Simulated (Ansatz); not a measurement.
A nudged elastic band was laid between two geometries of a periodic cell of 17 atoms, Be16H (host Be, host structure hcp, interstitial H).

Theory: Ansatz 0.2.0, DFT PBEsol, scalar-relativistic, plane waves, PAW. Settings: cutoff 420 eV, k mesh 5x5x3, gaussian smearing 0.15 eV, no spin polarisation.

```
movable images  : 3
climbing image  : yes
spring          : 5.0 eV/Å²
optimiser       : quadratic models (default)
start path      : default
force threshold : 0.05 eV/Å
iteration limit : 6
end points      : relaxed
```

First end point:

```xyz
17
Lattice="-2.2900 -3.9664 0.0000 3.4350 -1.9832 0.0000 0.0000 0.0000 7.1769" Properties=species:S:1:pos:R:3
Be -0.002 -3.927 0.021
Be -0.004 -2.640 1.812
Be -0.004 -3.960 3.590
Be -0.004 -2.640 5.377
Be -1.140 -1.984 0.002
Be 2.296 -2.647 1.789
Be -1.140 -1.984 3.567
Be 2.293 -2.680 5.358
Be 1.112 -1.998 0.021
Be 1.160 -0.668 1.808
Be 1.139 -1.980 3.590
Be 1.117 -0.643 5.359
Be 0.029 -0.015 0.020
Be 1.152 -4.628 1.789
Be -0.014 0.010 3.571
Be 1.179 -4.609 5.358
H 2.291 -1.321 6.278
```

Last end point:

Only the atoms that move by more than 0.05 Å are listed.
```
Be10 1.111 -0.645 1.819
H17 2.280 -1.324 8.073
```

Q: What changes between the two ends?

A: The atom that moves furthest is H17, by 1.79 Å.

Q: What energy profile does the band end with?

A: The forces met the threshold. The highest image is number 2 of 0 to 4, 0.51 eV above the ends, which have the same energy within 2 meV. The order of the stationary point at the top wasn't checked. Limits of this set-up: coarse k mesh, odd electron count without spin.

| image | path coordinate (Å) | energy (eV) |
| --- | --- | --- |
| 0 | 0.00 | 0.00 |
| 1 | 0.44 | 0.26 |
| 2 | 0.88 | 0.51 |
| 3 | 1.32 | 0.26 |
| 4 | 1.76 | 0.00 |

Q: What is the geometry of the highest image?

A: 
```xyz
17
Lattice="-2.2900 -3.9664 0.0000 3.4350 -1.9832 0.0000 0.0000 0.0000 7.1769" Properties=species:S:1:pos:R:3
Be 0.006 -3.886 0.000
Be 0.007 -2.650 1.805
Be -0.006 -3.963 3.589
Be 0.007 -2.650 5.373
Be -1.152 -1.981 0.000
Be 2.292 -2.661 1.827
Be -1.131 -1.993 3.589
Be 2.292 -2.661 5.350
Be 1.076 -2.031 0.000
Be 1.120 -0.648 1.835
Be 1.138 -1.982 3.589
Be 1.120 -0.648 5.343
Be 0.063 -0.037 0.000
Be 1.160 -4.622 1.827
Be -0.017 0.008 3.589
Be 1.160 -4.622 5.350
H 2.275 -1.316 7.177
```

The band took 3 iterations and about 2.9 core-minutes.

Time of the run: 2.9 min on 1 CPU thread of a shared host.
